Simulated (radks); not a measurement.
**Al⁸⁺ in [He] 2s2 2p1: an all-electron calculation**

What are the levels of the aluminium ion Al8+, how large are its shells, and how does its energy divide?

Program: radks (a radial shooting solver on a logarithmic mesh, Libxc functionals) version 1. Level of theory: scalar-relativistic Kohn-Sham, XLYP, spin-polarised, spherical densities, finite nucleus; open shells are filled with parallel spins first. These are calculated values, not measurements, unless marked.

**1. What is computed**

* element: aluminium (Z = 13)
* charge: +8
* electrons: 5
* configuration: [He] 2s2 2p1
* nuclear rms radius: 3.061 fm

Outer shells as boxes (Hund's rule):

Al⁸⁺
```
[He] core
2s [↑↓]
2p [↑ ][  ][  ]
```

**2. The run**

Settings of this run:

```text
Z 13
configuration [He] 2s2 2p1 3s0 3p0
relativity scalar-relativistic
functional xlyp
spin polarised
nucleus finite rms 3.061 fm
c 137.035999084
```

What does the calculation give?

The runs gave:

| quantity | value |
| --- | --- |
| total energy | -204.42650 hartree |
| exchange-correlation share of it | 5.71 % |
| −T/E | 1.0032 |
| highest occupied level | 2p up, -308.37 eV |
| most extended occupied level | 2s down, <r> = 0.538 bohr |
| radius at density 0.001 e/bohr³ | 1.45 bohr |
| maxima of the radial density | 2 |
| ionisation energy, NIST | 330.21 (semi-emp.) eV |

What this shows: The radial density shows 2 maxima for 2 occupied principal shells. Relativity lifts −T/E to 1.003. The top level binds by 308.37 eV, 93 % of the NIST ionisation energy of 330.21 eV. Open shells are spherical and high-spin; term and fine-structure splittings are not resolved.
